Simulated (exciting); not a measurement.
## BiTe: equation of state with PBEsol

BiTe:

```xyz
2
Lattice="2.4227 1.3988 3.3173 -2.4227 1.3988 3.3173 0.0000 -2.7975 3.3173" Properties=species:S:1:pos:R:3 pbc="T T T"
Bi    0.0000    0.0000    4.9759
Te    0.0000    0.0000    0.0000
```

The cell comes from a database or a generator and needn't be the stable form of this composition.

```
Program                                  : exciting (release sodium)
Task                                     : equation of state
Functional                               : PBEsol
Potentials or basis                      : all-electron LAPW+lo, shipped species files, valence relativity iora*
rgkmax                                   : 9
k mesh                                   : 7 × 7 × 7
Occupations                              : fermi-dirac, width 0.05 eV
Spin                                     : no spin polarisation
gmaxvr (cutoff of density and potential) : 14 1/bohr
lmaxapw (and lmaxmat)                    : 10
lmaxvr                                   : 8
nempty                                   : 10
Valence relativity                       : iora*
Muffin-tin radii                         : Bi 2.3, Te 2.3 bohr
```

```yaml
Equilibrium_volume: 32.19 Å³/atom
Bulk_modulus_at_fixed_shape_and_positions: 58 GPa
Pressure_derivative_of_the_bulk_modulus: "5.5 (rough: it moves with the points fitted)"
```

Energy against volume, from the lowest point:
```
volume (Å³/atom)  energy (meV/atom)
          31.701               1.05
          32.376               0.00
          33.050               3.58
          33.725              11.73
          34.399              23.71
          35.074              38.77
          35.748              56.80
```

Caveat: the cell was scaled at fixed shape and fractional positions, which overstates the stiffness of a crystal with free parameters, most of all of layers and chains.
